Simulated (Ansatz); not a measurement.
# C2HNaO (SMILES C#C[O][Na]): single points off equilibrium

A test off equilibrium: a structure displaced at random from a GFN2-xTB minimum is computed at several levels, and each is set against CCSD(T).

The runs use Ansatz 0.2.0, Gaussian basis; single points in def2-TZVPP.

Cores are frozen in the correlated methods. The outer core shell of Li, Na, Mg and K is correlated.

## (1) The starting structure

SMILES `C#C[O][Na]`, 5 atoms, charge 0, spin multiplicity 1.

Atoms are counted from 1 here; the program's logs count them from 0.

Bond lengths: C1–C2 1.211 Å, C1–H5 1.054 Å, C2–O3 1.264 Å, O3–Na4 1.866 Å. Angles: C2–C1–H5 167.8°, C1–C2–O3 176.2°, C2–O3–Na4 159.0°.

Coordinates:

```xyz
5
charge 0, multiplicity 1
C     0.49160    1.26440    0.21250
C     0.14650    0.10740    0.12220
O    -0.26410   -1.07710   -0.03620
Na   -1.27060   -2.49530   -0.71140
H     0.92750    2.19390    0.45150
```

## (2) CCSD(T)/def2-TZVPP

Input file run/in.yaml:

```yaml
crystal:
  periodic: [false, false, false]
  atoms:
    - {symbol: C, position_ang: [0.491600, 1.264400, 0.212500]}
    - {symbol: C, position_ang: [0.146500, 0.107400, 0.122200]}
    - {symbol: O, position_ang: [-0.264100, -1.077100, -0.036200]}
    - {symbol: Na, position_ang: [-1.270600, -2.495300, -0.711400]}
    - {symbol: H, position_ang: [0.927500, 2.193900, 0.451500]}
basis:
  gaussian: {orbitals: def2-TZVPP}
correlation: {method: ccsd_t}
output: {forces: true}
```

No record of the launch command was kept for these runs.

## (3) PBE0-D4/def2-TZVPP

run/in.yaml: that of step 2 with these lines changed.

```diff
@@ -10,3 +10,3 @@
   gaussian: {orbitals: def2-TZVPP}
-correlation: {method: ccsd_t}
-output: {forces: true}
+hamiltonian: {xc: pbe0, dispersion: d4}
+output: {forces: true, orbitals: {seedname: orbitals}}
```

## (4) wB97M-V/def2-TZVPP

run/in.yaml: that of step 3 with these lines changed.

```diff
@@ -10,3 +10,3 @@
   gaussian: {orbitals: def2-TZVPP}
-hamiltonian: {xc: pbe0, dispersion: d4}
-output: {forces: true, orbitals: {seedname: orbitals}}
+hamiltonian: {xc: {name: wB97M-V}}
+output: {forces: true}
```

## (5) r2SCAN-D4/def2-TZVPP

run/in.yaml: that of step 4 with these lines changed.

```diff
@@ -10,3 +10,3 @@
   gaussian: {orbitals: def2-TZVPP}
-hamiltonian: {xc: {name: wB97M-V}}
+hamiltonian: {xc: r2scan, dispersion: d4}
 output: {forces: true}
```

## (6) PBE-D4/def2-TZVPP

run/in.yaml: that of step 5 with these lines changed.

```diff
@@ -10,3 +10,3 @@
   gaussian: {orbitals: def2-TZVPP}
-hamiltonian: {xc: r2scan, dispersion: d4}
+hamiltonian: {xc: pbe, dispersion: d4}
 output: {forces: true}
```

## (7) BHLYP-D4/def2-TZVPP

run/in.yaml: that of step 6 with these lines changed.

```diff
@@ -10,3 +10,3 @@
   gaussian: {orbitals: def2-TZVPP}
-hamiltonian: {xc: pbe, dispersion: d4}
+hamiltonian: {xc: {name: BHLYP}, dispersion: d4}
 output: {forces: true}
```

## (8) revPBE-D4/def2-TZVPP

run/in.yaml: that of step 7 with these lines changed.

```diff
@@ -10,3 +10,3 @@
   gaussian: {orbitals: def2-TZVPP}
-hamiltonian: {xc: {name: BHLYP}, dispersion: d4}
+hamiltonian: {xc: {name: revPBE}, dispersion: d4}
 output: {forces: true}
```

(Steps that only read results are left out.)

What does the calculation give? Wanted: energy less free atoms, CCSD(T)/def2-TZVPP; RMS force component; RMS force error; HOMO and LUMO, PBE0-D4; T1 diagnostic.

**Answer**, as computed:

| quantity | value |
| --- | --- |
| energy less free atoms, CCSD(T)/def2-TZVPP | -1925.1 kJ/mol |
| RMS force component | 0.623 to 0.831 eV/Å over the methods |
| RMS force error | PBE0-D4 0.333, wB97M-V 0.376, r2SCAN-D4 0.238, PBE-D4 0.140, BHLYP-D4 0.642, revPBE-D4 0.172 eV/Å |
| HOMO and LUMO, PBE0-D4 | -4.74 and -1.70 eV |
| T1 diagnostic | 0.013 |

Against CCSD(T) the functionals' energies less atoms differ by -160.7 to +46.3 kJ/mol, PBE-D4 by -160.7 kJ/mol. CCSD(T) in triple zeta still lacks some correlation energy of the bonds, so part of these gaps is its own basis error and they don't rank the functionals. For forces PBE-D4 does best and BHLYP-D4 worst. Frozen-core CCSD(T) forces in triple zeta carry basis errors of their own, and this is one geometry, so small gaps rank nothing.
